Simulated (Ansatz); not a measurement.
# CH6AlClSi: the cost of one run

Program: Ansatz 0.2.0, driven from Python. Level of theory: B3LYP/6-31G*. These are calculated values, not measurements.

## Step 1: The system

Bond lengths: C1–Al2 1.924 Å, Al2–Si3 2.329 Å, Si3–Cl4 2.146 Å, C1–H5 1.133 Å, C1–H6 1.150 Å, C1–H7 1.111 Å, Al2–H8 1.566 Å, Si3–H9 1.521 Å, Si3–H10 1.499 Å. Angles (14 of 15 angles, heavy atoms first): C1–Al2–Si3 119.1°, Al2–Si3–Cl4 111.8°, C1–Al2–H8 121.5°, Si3–Al2–H8 119.4°, Al2–C1–H5 112.9°, Al2–C1–H6 112.6°, Al2–C1–H7 111.9°, Al2–Si3–H9 111.1°, Al2–Si3–H10 110.6°, Cl4–Si3–H9 108.7°, Cl4–Si3–H10 107.7°, H5–C1–H6 106.6°, H5–C1–H7 106.2°, H6–C1–H7 106.1°.

No structure file is read: the coordinates are typed or built in the script.

## Step 2: The code

File scan_ch6alclsi.py:

```python
"""Stretching a bond of CH6AlClSi, the rest held rigid."""

import ansatz as az
import matplotlib.pyplot as plt
import numpy as np

geometry_ang = [
    ("C", [-1.6131, 0.5584, -0.6611]),
    ("Al", [-0.4195, -0.8078, -0.0214]),
    ("Si", [1.6913, -0.1954, 0.7488]),
    ("Cl", [2.8435, 0.7841, -0.7734]),
    ("H", [-1.1944, 1.1323, -1.5431]),
    ("H", [-1.8683, 1.3369, 0.146]),
    ("H", [-2.584, 0.136, -0.9992]),
    ("H", [-0.8208, -2.3216, -0.044]),
    ("H", [1.5877, 0.7274, 1.9533]),
    ("H", [2.4607, -1.4015, 1.1971]),
]
system = az.Crystal.molecule()
for symbol, xyz in geometry_ang:
    system = system.atom(symbol, xyz)

symbols = [site.symbol for site in system.cartesian_sites]
start = np.array([site.position_ang for site in system.cartesian_sites])
axis = (start[6] - start[0]) / np.linalg.norm(start[6] - start[0])
moving = [6]
lengths, energies = [0.978, 1.023, 1.067, 1.111, 1.156, 1.2, 1.245, 1.312], []
for length in lengths:
    xyz = start.copy()
    xyz[moving] += (length - np.linalg.norm(start[6] - start[0])) * axis
    point = az.Crystal.molecule()
    for symbol, place in zip(symbols, xyz):
        point = point.atom(symbol, place.tolist())
    calculation = (
        point.calculation()
        .basis(gaussian="6-31G*")
        .functional("b3lyp")
    )
    report = calculation.run(threads=1, pin="off").report
    energies.append(report["free_energy_ev"])
    print(f"r = {length:6.3f} A  E = {energies[-1]:.5f} eV  <S^2> = {abs(report['mean_field']['state']['spin_squared']):.3f}")

# quartic fit about the minimum
fit = np.polynomial.Polynomial.fit(lengths, np.array(energies) - min(energies), 4).convert()
roots = [r.real for r in fit.deriv().roots() if abs(r.imag) < 1e-9 and fit.deriv(2)(r.real) > 0]
r_e = min(roots, key=lambda r: abs(r - lengths[int(np.argmin(energies))]))
print(f"minimum of the fit at {r_e:.4f} A, force constant {fit.deriv(2)(r_e):.2f} eV/A^2")
plt.figure(figsize=(4.5, 3))
plt.plot(lengths, np.array(energies) - min(energies), "o-")
plt.xlabel("bond length (A)")
plt.ylabel("E - E(min) (eV)")
plt.tight_layout()
plt.savefig("scan.png", dpi=100)
```

## Step 3: The input behind the calls

The engine receives this input (first run):

```yaml
crystal:
  periodic: [false, false, false]
  atoms:
    - { symbol: C, position_ang: [-1.6131, 0.5584, -0.6611] }
    - { symbol: Al, position_ang: [-0.4195, -0.8078, -0.0214] }
    - { symbol: Si, position_ang: [1.6913, -0.1954, 0.7488] }
    - { symbol: Cl, position_ang: [2.8435, 0.7841, -0.7734] }
    - { symbol: H, position_ang: [-1.1944, 1.1323, -1.5431] }
    - { symbol: H, position_ang: [-1.8683, 1.3369, 0.146] }
    - { symbol: H, position_ang: [-2.4674051829590824, 0.18672577064381868, -0.9585977673895002] }
    - { symbol: H, position_ang: [-0.8208, -2.3216, -0.044] }
    - { symbol: H, position_ang: [1.5877, 0.7274, 1.9533] }
    - { symbol: H, position_ang: [2.4607, -1.4015, 1.1971] }
basis:
  gaussian:
    orbitals: "6-31G*"
hamiltonian:
  xc: b3lyp
```

## Step 4: The run

Command:

```
$ python scan_ch6alclsi.py
```

What time and memory should one allow on 1 thread of Intel Xeon Platinum 8259CL at 2.50GHz (Skylake/Cascade Lake), shared host?

About 44 s, with a peak of 0.28 GiB.
